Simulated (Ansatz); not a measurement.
This script drives Ansatz 0.2.0, Python API.

The script, `bde_h3iosesi.py`:
```python
"""X-H bond energies of H3IOSeSi without relaxation."""

import logging
import sys

import ansatz as az

logging.basicConfig(stream=sys.stdout, format="%(levelname)s %(message)s")
log = logging.getLogger("run")
log.setLevel(logging.INFO)

BASIS = "def2-SVPD"
FUNCTIONAL = "b3lyp"
VDW = "d4"


def energy(molecule, charge=0, unpaired=0):
    calc = molecule.calculation().basis(gaussian=BASIS).functional(FUNCTIONAL, dispersion=VDW)
    if charge:
        calc = calc.charge(charge)
    if unpaired:
        calc = calc.spin("collinear", total=unpaired)
    report = calc.run(threads=1, backend="cpu").report
    if report["published_state_doubts"]:
        print("  doubts:", report["published_state_doubts"])
    return report["free_energy_ev"]

def without(molecule, index):
    rest = az.Crystal.molecule()
    for i, site in enumerate(molecule.cartesian_sites):
        if i != index:
            rest = rest.atom(site.symbol, site.position_ang)
    return rest

geometry_ang = [
    ("O", [-0.5084, 1.5801, -0.6739]),
    ("Si", [-0.2482, 0.2259, 0.2612]),
    ("Se", [1.8068, -0.5654, -0.2271]),
    ("I", [-1.8461, -1.4944, -0.247]),
    ("H", [-0.4949, 1.3027, -1.6402]),
    ("H", [-0.3195, 0.5945, 1.6869]),
    ("H", [1.6715, -1.7114, 0.7944]),
]
system = az.Crystal.molecule()
for symbol, xyz in geometry_ang:
    system = system.atom(symbol, xyz)

whole = energy(system, 0)
hydrogen = energy(az.Crystal.molecule().atom("H", (0, 0, 0)), 0, 1)
log.info(f"E(molecule) = {whole:.5f} eV, E(H) = {hydrogen:.5f} eV")
for index in [4, 5, 6]:
    radical = energy(without(system, index), 0, 1)
    log.info(f"H{index}: homolysis {(radical + hydrogen - whole):.3f} eV")
```

It is started by `python bde_h3iosesi.py`. Estimate its wall time and peak memory on 1 thread of Arm Neoverse V1, with other jobs on the host.

It took about 2.1 min, with a peak of 0.71 GiB, for 5 runs of the engine.

```console
$ python bde_h3iosesi.py
INFO E(molecule) = -83419.48092 eV, E(H) = -13.63995 eV
INFO H4: homolysis 5.262 eV
INFO H5: homolysis 3.901 eV
INFO H6: homolysis 3.458 eV
```

Caveats:
- Total energies depend on the basis set; only differences at equal settings carry meaning.
- The geometry is a force-field or estimated start, not a minimum of this method, and the basis set is short of its limit. All parts are taken at fixed geometry, without zero-point energy.
- def2 sets replace the cores of elements past krypton by effective core potentials.
- b3lyp holds the VWN-RPA fit, as in Gaussian; the form of ORCA and Turbomole is b3lyp5.
- The spin-orbit lowering of heavy atoms is left out.
